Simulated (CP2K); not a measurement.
Wanted: the native input for a CP2K 2026.2 run.

```
Task                                : single point
Functional                          : LDA
Potentials or basis                 : GTH_POTENTIALS Mg GTH-PADE-q10, Na GTH-PADE-q9, O GTH-PADE-q6; TZVP-MOLOPT-PBE-GTH basis
Density cutoff                      : 19048 eV
k mesh                              : 6 × 6 × 6
Occupations                         : gaussian, width 0.01 eV
Spin                                : no spin polarisation
SCF solver                          : diagonalisation with k points
Quickstep method                    : GPW
EPS_DEFAULT                         : 1.0E-10
EPS_SCF                             : 1.0E-6
MAX_SCF                             : 100
SCF_GUESS                           : ATOMIC
k points reduced by the point group : yes
Mesh centred on Gamma               : yes
CHOLESKY                            : OFF
EPS_EIGVAL                          : 1.0E-7
MIXING METHOD                       : BROYDEN_MIXING
MIXING ALPHA                        : 0.4
NBUFFER                             : 8
NGRIDS                              : 5
Basis sets                          : Mg TZVP-MOLOPT-PBE-GTH-q10, Na TZVP-MOLOPT-PBE-GTH-q9, O TZVP-MOLOPT-PBE-GTH-q6
Potentials                          : Mg GTH-PADE-q10 of GTH_POTENTIALS, Na GTH-PADE-q9 of GTH_POTENTIALS, O GTH-PADE-q6 of GTH_POTENTIALS
ADDED_MOS                           : [22]
REL_CUTOFF (Ry)                     : 60 Ry
MIXING BETA (1/bohr)                : 1.5 1/bohr
CUTOFF of the grids                 : 1400 Ry
```

NaMg3O4:

```
CELL_PARAMETERS angstrom
4.35375 0.00000 0.00000
0.00000 4.35375 0.00000
0.00000 0.00000 4.35375
ATOMIC_POSITIONS crystal
Mg 0.50000 0.50000 0.00000
Mg 0.50000 0.00000 0.50000
Mg 0.00000 0.50000 0.50000
Na 0.00000 0.00000 0.00000
O 0.00000 0.50000 0.00000
O 0.00000 0.00000 0.50000
O 0.50000 0.50000 0.50000
O 0.50000 0.00000 0.00000
```

The cell comes from a database or a generator and needn't be the stable form of this composition.

The input as run:

namg3o4_scf.inp

```
&GLOBAL
  PROJECT namg3o4_scf
  RUN_TYPE ENERGY_FORCE
  PRINT_LEVEL LOW
&END GLOBAL
&FORCE_EVAL
  METHOD QS
  STRESS_TENSOR ANALYTICAL
  &DFT
    BASIS_SET_FILE_NAME BASIS_MOLOPT_UZH
    POTENTIAL_FILE_NAME GTH_POTENTIALS
    &MGRID
      CUTOFF 1400
      REL_CUTOFF 60
      NGRIDS 5
    &END MGRID
    &QS
      METHOD GPW
      EPS_DEFAULT 1.0E-10
    &END QS
    &KPOINTS
      SCHEME MONKHORST-PACK 6 6 6
      GAMMA_CENTERED T
      SYMMETRY T
      SYMMETRY_BACKEND SPGLIB
    &END KPOINTS
    &SCF
      SCF_GUESS ATOMIC
      EPS_SCF 1.0E-6
      MAX_SCF 100
      ADDED_MOS 22
      CHOLESKY OFF
      EPS_EIGVAL 1.0E-7
      &DIAGONALIZATION ON
        ALGORITHM STANDARD
      &END DIAGONALIZATION
      &MIXING ON
        METHOD BROYDEN_MIXING
        ALPHA 0.4
        BETA 1.5
        NBUFFER 8
      &END MIXING
      &SMEAR ON
        METHOD GAUSSIAN
        SIGMA [eV] 0.01
      &END SMEAR
    &END SCF
    &XC
      &XC_FUNCTIONAL
        &LDA_X
        &END LDA_X
        &LDA_C_PW
        &END LDA_C_PW
      &END XC_FUNCTIONAL
    &END XC
    &PRINT
      &KPOINTS ON
      &END KPOINTS
      &MULLIKEN ON
      &END MULLIKEN
      &MO ON
        ENERGIES T
        OCCUPATION_NUMBERS T
        &EACH
          QS_SCF 0
        &END EACH
        ADD_LAST NUMERIC
      &END MO
    &END PRINT
  &END DFT
  &SUBSYS
    &CELL
      A 4.3537536500 0.0000000000 0.0000000000
      B 0.0000000000 4.3537536500 0.0000000000
      C 0.0000000000 0.0000000000 4.3537536500
      PERIODIC XYZ
    &END CELL
    &COORD
      SCALED
      Mg  0.5000000000 0.5000000000 0.0000000000
      Mg  0.5000000000 0.0000000000 0.5000000000
      Mg  0.0000000000 0.5000000000 0.5000000000
      Na  0.0000000000 0.0000000000 0.0000000000
      O   0.0000000000 0.5000000000 0.0000000000
      O   0.0000000000 0.0000000000 0.5000000000
      O   0.5000000000 0.5000000000 0.5000000000
      O   0.5000000000 0.0000000000 0.0000000000
    &END COORD
    &KIND Mg
      BASIS_SET TZVP-MOLOPT-PBE-GTH-q10
      POTENTIAL GTH-PADE-q10
    &END KIND
    &KIND Na
      BASIS_SET TZVP-MOLOPT-PBE-GTH-q9
      POTENTIAL GTH-PADE-q9
    &END KIND
    &KIND O
      BASIS_SET TZVP-MOLOPT-PBE-GTH-q6
      POTENTIAL GTH-PADE-q6
    &END KIND
    &PRINT
      &ATOMIC_COORDINATES ON
      &END ATOMIC_COORDINATES
      &CELL ON
      &END CELL
    &END PRINT
  &END SUBSYS
  &PRINT
    &FORCES ON
    &END FORCES
    &STRESS_TENSOR ON
    &END STRESS_TENSOR
  &END PRINT
&END FORCE_EVAL
```

Potentials or basis: GTH_POTENTIALS Mg GTH-PADE-q10, Na GTH-PADE-q9, O GTH-PADE-q6; TZVP-MOLOPT-PBE-GTH basis.

Run with:

```bash
$ OMP_NUM_THREADS=1 cp2k.psmp -i namg3o4_scf.inp -o namg3o4_scf.out
```

It gave:

```yaml
Pressure: -7.7 GPa
Band_gap_on_the_k_mesh: none (metal or under the smearing width)
Mulliken_charges: Mg +1.86; Na +0.48; O -1.43, -1.75 e
```

Caveat: Mulliken charges move with the basis; the basis of atomic orbitals isn't converged, which shifts pressures, moduli and gaps; an odd number of electrons without spin polarisation forces a metal; a magnetic or distorted state may lie lower.

It took 52 s on 1 thread of Arm Neoverse V1, with other jobs on the host, peak memory 0.88 GiB.
